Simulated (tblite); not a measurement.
# GFN2-xTB run of triplet C3H9ClSi

Wanted: energy and forces of triplet C3H9ClSi. Input form: an ASE script.

The calculation is run with tblite 0.8.0.

17 further runs of the same task are left out: 17 set aside as unsound or not needed.

### Step 1. Starting point

C3H9ClSi has 14 atoms, charge 0, and is taken as a triplet. As SMILES of the parent species, `C[Si](C)(C)Cl`. The coordinates come from a GFN2-xTB relaxation. That shape belongs to the parent species and isn't relaxed for this state.

Bond lengths: C1–Si2 1.905 Å, Si2–C3 1.905 Å, Si2–C4 1.905 Å, Si2–Cl5 2.045 Å, C1–H6 1.086 Å, C1–H7 1.085 Å, C1–H8 1.086 Å, C3–H9 1.086 Å, C3–H10 1.086 Å, C3–H11 1.086 Å, C4–H12 1.086 Å, C4–H13 1.087 Å, C4–H14 1.087 Å. Some angles: C1–Si2–C3 110.7°, C1–Si2–C4 110.7°, C1–Si2–Cl5 108.2°, C3–Si2–C4 110.8°, C3–Si2–Cl5 108.2°, C4–Si2–Cl5 108.2°, Si2–C1–H6 111.3°, Si2–C1–H7 111.3°, Si2–C1–H8 111.3°, Si2–C3–H9 111.3°.

### Step 2. Energy and gradient at GFN2-xTB

Contents of script.py:

```python
"""GFN2-xTB energy and gradient with ASE"""
import json
import numpy as np
from ase import Atoms
from ase.units import Bohr
from tblite.ase import TBLite
from ase.units import Debye

system = Atoms(["C", "Si", "C", "C", "Cl", "H", "H", "H", "H", "H", "H", "H", "H", "H"], positions=Bohr * np.array([
    [-3.229315, 1.082227, 0.419179],
    [0.228203, 0.640882, -0.483430],
    [2.321434, 0.650141, 2.445891],
    [0.673083, -2.395417, -2.364236],
    [1.278626, 3.609226, -2.722906],
    [-3.516062, 2.839219, 1.442069],
    [-3.886241, -0.447960, 1.616717],
    [-4.434299, 1.133496, -1.242136],
    [2.125885, 2.402636, 3.497373],
    [4.303133, 0.449452, 1.948421],
    [1.839932, -0.890496, 3.711895],
    [0.180979, -4.043882, -1.246633],
    [2.620200, -2.618423, -2.976848],
    [-0.505558, -2.411102, -4.045375],
]))
start = system.get_positions()

system.calc = TBLite(
    method="GFN2-xTB",
    charge=0,
    multiplicity=3,
    accuracy=0.1,
    verbosity=0,
)
print(f"Potential energy: {system.get_potential_energy():.6f} eV")
print(f"Dipole: {np.linalg.norm(system.get_dipole_moment()) / Debye:.4f} D")
print("Charges:", np.round(system.get_charges(), 4))
print("Forces (eV/angstrom):")
for a, F in zip(system, system.get_forces()):
    print(f"{a.symbol:<2} {F[0]:11.6f} {F[1]:11.6f} {F[2]:11.6f}")
json.dump(dict(energy=system.get_potential_energy(), forces=system.get_forces().tolist(), dipole=system.get_dipole_moment().tolist(), charges=system.get_charges().tolist(),
               symbols=system.get_chemical_symbols(), start=start.tolist(), final=system.positions.tolist()), open("results.json", "w"))
```

The run is started by

```console
$ python script.py
```

Q: Predict the results. Wanted: total energy; dipole moment; largest force on an atom.

Answer, from the run:

Level: GFN2-xTB.

| quantity | value |
| --- | --- |
| total energy | -17.07214 Eh |
| dipole moment | 1.57 D |
| largest force on an atom | 3.733 eV/Å |

Mulliken charges run from -0.21 on Cl5 to +0.34 on Si2.
